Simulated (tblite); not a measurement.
# C2H8N2Si2: the cost of one run

Computed with tblite 0.8.0 and PySCF 2.14.0, with density-fitted response routines of our own, on a single molecule in the gas phase. Atoms are numbered from 0 throughout.

**1. Starting geometry**

14 atoms, charge 0, multiplicity 1; geometry from: force field or distance geometry start.

Bonds of the start (Å): C0–Si1 1.89, Si1–N2 1.77, N2–Si3 1.80, Si3–C4 1.80, C4–N5 1.17, C0–H6 1.12, C0–H7 1.10, C0–H8 1.11, Si1–H9 1.47, Si1–H10 1.48, N2–H11 1.04, Si3–H12 1.47, Si3–H13 1.48.

**2. Optimising the geometry with GFN2-xTB**

The job: settings as JSON, then the geometry in Å.

```
{"job": {"kind": "relax", "xc": "GFN2-xTB", "basis": "xTB"}, "charge": 0, "multiplicity": 1}
C      2.351800     0.088300     0.358800
Si     0.790300    -0.944800     0.590100
N     -0.376600    -0.336200    -0.593800
Si    -2.005700    -0.057000     0.123400
C     -2.319000     1.677400     0.482400
N     -2.533800     2.812400     0.686800
H      2.683700    -0.133600    -0.685900
H      3.110500    -0.156200     1.123600
H      2.024800     1.146900     0.410600
H      0.268400    -0.862500     1.962600
H      1.167100    -2.358700     0.348100
H     -0.030500     0.508900    -1.097700
H     -2.966900    -0.589100    -0.846500
H     -2.164800    -0.796400     1.395400
```

On the command line:

```bash
> OMP_NUM_THREADS=1 python probes_run.py task.json out
```

One launch serves the whole session: the jobs run in the order shown.

Q: Estimate the wall time and peak memory of this first job on 1 thread of Arm Neoverse N1, shared host.

About 2.2 s, with a peak of 0.18 GiB.
